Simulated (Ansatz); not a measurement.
# CH6FSi2 radical: up Jacob's ladder to CCSD(T)

How much do the methods differ for CH6FSi2 radical? The plan is to run it at one geometry with functionals of several rungs and with coupled cluster. The yardstick is the atomisation energy at the CCSD(T) limit.

Computed with Ansatz 0.2.0, Gaussian basis. Level: functionals in def2-TZVPP, the program's frozen cores in correlated methods.

The runs, in order: LDA (SPW92), PBE-D4, revPBE-D4, BLYP-D4, r2SCAN-D4, B97M-V, PBE0-D4, B3LYP-D4, r2SCANh-D4, r2SCAN0-D4, HSE06-D4, BHLYP-D4, CAM-B3LYP-D4, LC-ωPBE, ωB97X-V, ωB97M-V, B2PLYP, PBE-QIDH; CCSD(T)/def2-SVP; CCSD(T)/def2-TZVPP; MP2/def2-QZVPP; extrapolation to the limit; RPA on PBE.

## (1) The relaxed structure

All runs share one geometry, relaxed beforehand with PBE0-D4 in a triple-zeta def2 set.

SMILES `F[SiH2]C[SiH2]`, 10 atoms, charge 0, spin multiplicity 2.

Atoms are counted from 1 here; the program's logs count them from 0.

Bond lengths: F1–Si2 1.603 Å, Si2–C3 1.855 Å, Si2–H5 1.484 Å, Si2–H6 1.484 Å, C3–Si4 1.880 Å, C3–H7 1.099 Å, C3–H8 1.095 Å, Si4–H9 1.490 Å, Si4–H10 1.490 Å. Angles: F1–Si2–C3 109.3°, F1–Si2–H5 107.7°, F1–Si2–H6 107.1°, C3–Si2–H5 110.8°, C3–Si2–H6 111.7°, H5–Si2–H6 110.1°, Si2–C3–Si4 115.3°, Si2–C3–H7 107.4°, Si2–C3–H8 109.4°, Si4–C3–H7 108.2°, Si4–C3–H8 109.3°, H7–C3–H8 106.9°, C3–Si4–H9 110.8°, C3–Si4–H10 111.5°, H9–Si4–H10 109.8°.

Geometry (Å):

```xyz
10

F    -2.13638    0.95242    0.20344
Si   -0.60143    1.14641    0.62310
C     0.29043   -0.47029    0.44894
Si    0.20574   -1.25474   -1.25795
H    -0.01483    2.17045   -0.27649
H    -0.58961    1.63111    2.02587
H     1.34704   -0.29025    0.69165
H    -0.09105   -1.17833    1.19168
H     0.61847   -0.28115   -2.30736
H     1.05473   -2.47681   -1.33998
```

## (2) LDA

This LDA is Slater exchange with PW92 correlation.

Input file in.yaml:

```yaml
crystal:
  periodic: [false, false, false]
  atoms:
    - {symbol: F, position_ang: [-2.136382, 0.952423, 0.203439]}
    - {symbol: Si, position_ang: [-0.601433, 1.146406, 0.623104]}
    - {symbol: C, position_ang: [0.290427, -0.470294, 0.448936]}
    - {symbol: Si, position_ang: [0.205739, -1.254740, -1.257950]}
    - {symbol: H, position_ang: [-0.014830, 2.170448, -0.276488]}
    - {symbol: H, position_ang: [-0.589608, 1.631107, 2.025871]}
    - {symbol: H, position_ang: [1.347043, -0.290253, 0.691646]}
    - {symbol: H, position_ang: [-0.091054, -1.178335, 1.191679]}
    - {symbol: H, position_ang: [0.618466, -0.281150, -2.307356]}
    - {symbol: H, position_ang: [1.054734, -2.476812, -1.339979]}
basis:
  gaussian: {orbitals: def2-TZVPP}
magnetization: {spin_polarized: true, initial_magnetization: 1}
hamiltonian: {xc: lda}
output: {orbitals: {seedname: orbitals}}
```

Run with:

```bash
$ ansatz run in.yaml --threads 4 --pin off --events-out ev --progress --plain --max-ram 10444MiB
```

The runs that follow: PBE-D4 (GGA); revPBE-D4 (GGA); BLYP-D4 (GGA); r2SCAN-D4 (meta-GGA); B97M-V (meta-GGA); PBE0-D4 (hybrid); B3LYP-D4 (hybrid); r2SCANh-D4 (hybrid); r2SCAN0-D4 (hybrid); HSE06-D4 (hybrid); BHLYP-D4 (hybrid); CAM-B3LYP-D4 (range-separated); LC-ωPBE (range-separated); ωB97X-V (range-separated); ωB97M-V (range-separated); B2PLYP (double hybrid); PBE-QIDH (double hybrid); CCSD(T) in def2-SVP; CCSD(T) in def2-TZVPP; MP2 in def2-QZVPP; RPA on PBE orbitals.

Q: Predict the results of all the runs planned. Wanted: atomisation energy, CCSD(T)/CBS; farthest beyond LDA; mean size of error, GGA; mean size of error, meta-GGA; mean size of error, hybrid; mean size of error, range-separated; mean size of error, double hybrid; gap, smallest and largest; T1 diagnostic.

As calculated:

```
                               quantity                                                                            value
        atomisation energy, CCSD(T)/CBS                                                                   802.7 kcal/mol
functionals within 4.0 kcal/mol (0.5 %)  PBE-D4, r2SCAN-D4, B97M-V, B3LYP-D4, r2SCANh-D4, CAM-B3LYP-D4, ωB97X-V, ωB97M-V
                    farthest beyond LDA                                                        BHLYP-D4 (-15.0 kcal/mol)
                mean size of error, GGA                                                                     8.3 kcal/mol
           mean size of error, meta-GGA                                                                     1.7 kcal/mol
             mean size of error, hybrid                                                                     6.4 kcal/mol
    mean size of error, range-separated                                                                     3.0 kcal/mol
      mean size of error, double hybrid                                                                     9.5 kcal/mol
              gap, smallest and largest                                         1.30 eV (LDA (SPW92)), 8.85 eV (LC-ωPBE)
                          T1 diagnostic                                                                           0.0124
triples share of the correlation energy                                                                            3.2 %
```

What this shows: LDA overbinds by 91.2 kcal/mol (11 %). PBE-D4 is off by -1.0 kcal/mol. Double hybrids carry the basis error of their MP2 part in triple zeta, and no dispersion term here, so their miss is partly the set-up's. The rungs meta-GGA, range-separated miss on average by less than the doubt on the reference (4.0 kcal/mol), so they tie. Misses under about 4.0 kcal/mol are within the doubt on the reference itself, which lacks core-valence correlation, relativity and higher excitations. Hartree-Fock recovers 77 % of the binding; the rest is correlation. CCSD(T) in def2-SVP is off by -53.0 kcal/mol, worse than the median functional, from the basis alone. Orbital gaps span 1.3 to 8.8 eV; exact exchange widens them.
